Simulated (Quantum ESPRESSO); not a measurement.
# GdO (Pm-3m) in Quantum ESPRESSO: notebook

The runs below take GdO through Wannier functions, with PBE.

Program: Quantum ESPRESSO 7.5. These are calculated values, not measurements. Logs are shortened: lines on timing, memory, paths and dates and some standing lists are left out, and cuts for length are marked.

### Step 1. Starting point

Symmetry: Pm-3m, No. 221, cubic system. The conventional cell has a = 2.802 Å, b = 2.802 Å, c = 2.802 Å, α = 90.00°, β = 90.00°, γ = 90.00°. Gd (site symmetry m-3m) has 8 O at 2.43 Å as nearest neighbours. O (site symmetry m-3m) has 8 Gd at 2.43 Å as nearest neighbours.

The cell comes from a database or a generator and needn't be the stable form of this composition.

(Part 1 of 4 ends here.)
